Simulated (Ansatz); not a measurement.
# MoCl₄O: a ladder of functionals and wavefunction methods

An exercise on one series of results from a longer session: the logs are not shown, and one member is left open.

Computed with Ansatz 0.2.0, Gaussian basis. Level: functionals in def2-TZVPP, the program's frozen cores in correlated methods.

Levels to be run: LDA (SPW92), PBE-D4, revPBE-D4, BLYP-D4, r2SCAN-D4, B97M-V, PBE0-D4, B3LYP-D4, r2SCANh-D4, r2SCAN0-D4, HSE06-D4, BHLYP-D4, CAM-B3LYP-D4, LC-ωPBE, ωB97X-V, ωB97M-V, B2PLYP, PBE-QIDH; CCSD(T)/def2-SVP; CCSD(T)/def2-TZVPP; MP2/def2-QZVPP; extrapolation to the limit; RPA on PBE.

## The relaxed structure

The geometry comes from an earlier relaxation with PBE0-D4 in a triple-zeta def2 set; it is a stationary point. Mo takes the def2 core potential; no spin-orbit term is included.

SMILES `[O]=[Mo]([Cl])([Cl])([Cl])[Cl]`, 6 atoms, charge 0, spin multiplicity 1.

Atoms are counted from 1 here; the program's logs count them from 0.

Bond lengths: O1–Mo2 1.637 Å, Mo2–Cl3 2.277 Å, Mo2–Cl4 2.277 Å, Mo2–Cl5 2.277 Å, Mo2–Cl6 2.277 Å. Angles: O1–Mo2–Cl3 104.2°, O1–Mo2–Cl4 104.2°, O1–Mo2–Cl5 104.2°, O1–Mo2–Cl6 104.2°, Cl3–Mo2–Cl4 86.5°, Cl3–Mo2–Cl5 151.5°, Cl3–Mo2–Cl6 86.5°, Cl4–Mo2–Cl5 86.5°, Cl4–Mo2–Cl6 151.6°, Cl5–Mo2–Cl6 86.5°.

Set-up of the first run:

The input, in.yaml:

```yaml
crystal:
  periodic: [false, false, false]
  atoms:
    - {symbol: O, position_ang: [-1.713168, -0.204227, 0.140107]}
    - {symbol: Mo, position_ang: [-0.092397, -0.021864, 0.000839]}
    - {symbol: Cl, position_ang: [0.748105, -1.046487, 1.852821]}
    - {symbol: Cl, position_ang: [0.580403, -1.865138, -1.155062]}
    - {symbol: Cl, position_ang: [0.176987, 1.127635, -1.946523]}
    - {symbol: Cl, position_ang: [0.342069, 1.945982, 1.061620]}
basis:
  gaussian: {orbitals: def2-TZVPP}
hamiltonian: {xc: lda}
output: {orbitals: {seedname: orbitals}}
```

On the command line:

```sh
ansatz run in.yaml --threads 4 --pin off --events-out ev --progress --plain --max-ram 11315MiB
```

Among the steps run: LDA; PBE-D4 (GGA); revPBE-D4 (GGA); BLYP-D4 (GGA); r2SCAN-D4 (meta-GGA); B97M-V (meta-GGA); B3LYP-D4 (hybrid); r2SCANh-D4 (hybrid); r2SCAN0-D4 (hybrid); HSE06-D4 (hybrid); BHLYP-D4 (hybrid); CAM-B3LYP-D4 (range-separated); LC-ωPBE (range-separated); ωB97X-V (range-separated); ωB97M-V (range-separated); B2PLYP (double hybrid); PBE-QIDH (double hybrid).

One of the session's tables, all rows but one given; the rest of the session is left out.

It belongs to the step «Frontier levels by functional». 

```
  functional  HOMO (eV)  LUMO (eV)  gap (eV)
 LDA (SPW92)          ?          ?         ?
      PBE-D4      -7.55      -6.06      1.49
   revPBE-D4      -7.49      -5.98      1.51
     BLYP-D4      -7.37      -5.92      1.45
   r2SCAN-D4      -7.90      -6.19      1.71
      B97M-V      -7.98      -6.19      1.80
     PBE0-D4      -8.88      -5.59      3.29
    B3LYP-D4      -8.61      -5.73      2.88
  r2SCANh-D4      -8.39      -5.99      2.40
  r2SCAN0-D4      -9.12      -5.65      3.46
    HSE06-D4      -8.48      -5.96      2.53
    BHLYP-D4     -10.08      -4.87      5.21
CAM-B3LYP-D4     -10.19      -4.66      5.53
     LC-ωPBE     -11.58      -3.72      7.87
     ωB97X-V     -11.21      -3.72      7.50
     ωB97M-V     -11.05      -3.67      7.37
```

Q: Estimate the row for LDA (SPW92) from the others.

The run gave: HOMO (eV): -7.71; LUMO (eV): -6.27; gap (eV): 1.44. In the column «HOMO (eV)» it lies between r2SCAN-D4 (-7.90) and PBE-D4 (-7.55).
